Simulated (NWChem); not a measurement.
# U-revM06-L/6-311+G(d) run of SiF3 (trifluorosilyl)

What is the vertical ionisation energy of SiF3 (trifluorosilyl) at U-revM06-L/6-311+G*? 

Program for the calculation: NWChem 7.3.0.

### 1 The structure to begin with

SiF3 has 4 atoms, charge 0, and is taken as a doublet. As SMILES, `F[Si](F)F`. The coordinates come from a GFN2-xTB relaxation.

Bond lengths: F1–Si2 1.590 Å, Si2–F3 1.590 Å, Si2–F4 1.590 Å. Angles: F1–Si2–F3 104.5°, F1–Si2–F4 104.3°, F3–Si2–F4 104.5°.

### 2 The charge distribution at U-revM06-L/6-311+G(d)

m1.nw reads:

```
START m1
TITLE "F3Si properties"
memory stack 880 mb heap 220 mb global 1100 mb

GEOMETRY units angstrom noautosym nocenter noautoz
F        0.787890      -0.508980       1.119030
Si      -0.325240       0.244050       0.268860
F       -0.962750      -0.889100      -0.646850
F        0.500100       1.154030      -0.741040
END

BASIS spherical
F library 6-311+G*
Si library 6-311+G*
END

DFT
xc revm06-l
mult 2
grid medium
convergence energy 1e-07
direct
iterations 200
mulliken
noprint "final vectors analysis"
END

PROPERTY
quadrupole
esp
efieldgrad
electrondensity
END

TASK dft property
```

Run with:

```bash
$ nwchem m1.nw > m1.out
```

The program printed:

```text
[...]
          Wavefunction type:  spin polarized.
          No. of atoms     :     4
          No. of electrons :    41
[...]
          Charge           :     0
          Spin multiplicity:     2
[...]
          AO basis - number of functions:    96
[...]
              XC Information
              --------------
                     revM06-L Method XC Functional
                      revM06-L Exchange Functional  1.000
                    revM06-L Correlation Potential  1.000
[...]
 d= 0,ls=0.0,diis     1   -589.0377354829 -7.66D+02  8.80D-03  3.77D-01     1.9
[...]
 d= 0,ls=0.0,diis     8   -589.1469985799 -2.24D-08  2.12D-06  8.48D-08    12.4
[...]
         Total DFT energy =     -589.146998579874
      One electron energy =    -1171.344617361917
           Coulomb energy =      457.689473848593
    Exchange-Corr. energy =      -52.425410809493
 Nuclear repulsion energy =      176.933555742944
[...]
      Total Density - Mulliken Population Analysis
     ---------------------------------------------
    Atom       Charge   Shell Charges
 -----------   ------   -------------------------------------------------------
    1 F    9     9.30   1.08  0.91  1.15  1.10  2.43  0.90  1.78 -0.11  0.05  0.00
    2 Si  14    13.11   0.79  1.18  0.97  1.01  0.77  0.53  1.95  3.93  0.60  0.78  0.19  0.03 -0.00  0.40
    3 F    9     9.30   1.08  0.91  1.15  1.10  2.43  0.90  1.78 -0.11  0.05  0.00
    4 F    9     9.30   1.08  0.91  1.15  1.10  2.43  0.90  1.78 -0.11  0.05  0.00
[...]
      <S2> =      0.7522 (Exact =     0.7500)
[...]
```

Run time: 13 s. Hardware: 1 thread of AMD EPYC 7B13 (Zen 3), shared host; peak memory 0.11 GiB.

Atomic charges (e):

```
atom  Mulliken  Löwdin
  F1    -0.300  -0.380
 Si2    +0.890  +1.140
  F3    -0.300  -0.380
  F4    -0.300  -0.380
```

### 3 The singlet cation at the same level

f3si.nw reads:

```
start f3si
title "F3Si properties"
memory 2200 mb
charge 1

geometry noautosym nocenter
   zmatrix
     F
     Si 1 r2
     F 2 r3 1 a3
     F 2 r4 1 a4 3 d4
   variables
     r2 1.590252
     r3 1.590274
     a3 104.5386
     r4 1.590329
     a4 104.31056
     d4 -109.43929
   end
end

basis spherical
   F library 6-311+G*
   Si library 6-311+G*
end

dft
   xc revm06-l
   mult 1
   grid medium
   convergence energy 1e-07
   direct
   maxiter 150
   mulliken
end

property
   quadrupole
   esp
   efieldgrad
   electrondensity
end

task dft property
```

Run with:

```bash
$ nwchem f3si.nw > f3si.out
```

The program printed:

```text
[...]
          Wavefunction type:  closed shell.
          No. of atoms     :     4
          No. of electrons :    40
[...]
          Charge           :     1
          Spin multiplicity:     1
[...]
          AO basis - number of functions:    96
[...]
              XC Information
              --------------
                     revM06-L Method XC Functional
                      revM06-L Exchange Functional  1.000
                    revM06-L Correlation Potential  1.000
[...]
 d= 0,ls=0.0,diis     1   -588.4711883752 -7.65D+02  2.41D-02  3.57D+00     1.4
[...]
 d= 0,ls=0.0,diis    10   -588.7378512775 -1.08D-09  5.64D-07  3.93D-09    10.7
         Total DFT energy =     -588.737851277534
      One electron energy =    -1159.121589740036
           Coulomb energy =      445.469956586794
    Exchange-Corr. energy =      -52.019807741932
 Nuclear repulsion energy =      176.933589617641
[...]
      Total Density - Mulliken Population Analysis
     ---------------------------------------------
    Atom       Charge   Shell Charges
 -----------   ------   -------------------------------------------------------
    1 F    9     9.19   1.08  0.91  1.14  1.12  2.39  0.90  1.70 -0.07  0.02  0.00
    2 Si  14    12.43   0.79  1.18  0.97  1.02  0.79 -0.06  1.95  3.93  0.57  0.73  0.14  0.02 -0.00  0.41
    3 F    9     9.19   1.08  0.91  1.14  1.12  2.39  0.90  1.70 -0.07  0.02  0.00
    4 F    9     9.19   1.08  0.91  1.14  1.12  2.39  0.90  1.70 -0.07  0.02  0.00
[...]
```

Run time: 12 s. Hardware: 1 thread of AMD EPYC 7B13 (Zen 3), shared host; peak memory 0.11 GiB.

Atomic charges (e):

```csv
atom,Mulliken,Löwdin
F1,-0.190,-0.200
Si2,+1.570,+1.610
F3,-0.190,-0.200
F4,-0.190,-0.200
```

### 4 Outcome

At U-revM06-L/6-311+G*:

```
                                          quantity          value
                        doublet SiF3: total energy  -589.14700 Eh
                       doublet SiF3: dipole moment         2.07 D
                                doublet SiF3: ⟨S²⟩          0.752
                      singlet cation: total energy  -588.73785 Eh
                       singlet cation: HOMO energy      -18.07 eV
                       singlet cation: LUMO energy      -14.12 eV
                     singlet cation: HOMO–LUMO gap        3.95 eV
vertical ionisation energy (to the singlet cation)      11.133 eV
```

In words: The vertical ionisation energy comes to 11.13 eV (1074 kJ/mol). Only the singlet of the ionised species was computed; a triplet could lie lower. Mulliken charges (doublet SiF3) run from -0.30 on F1 to +0.89 on Si2; in a basis this large or diffuse they mean little. Mulliken charges (singlet cation) run from -0.19 on F1 to +1.57 on Si2; in a basis this large or diffuse they mean little.
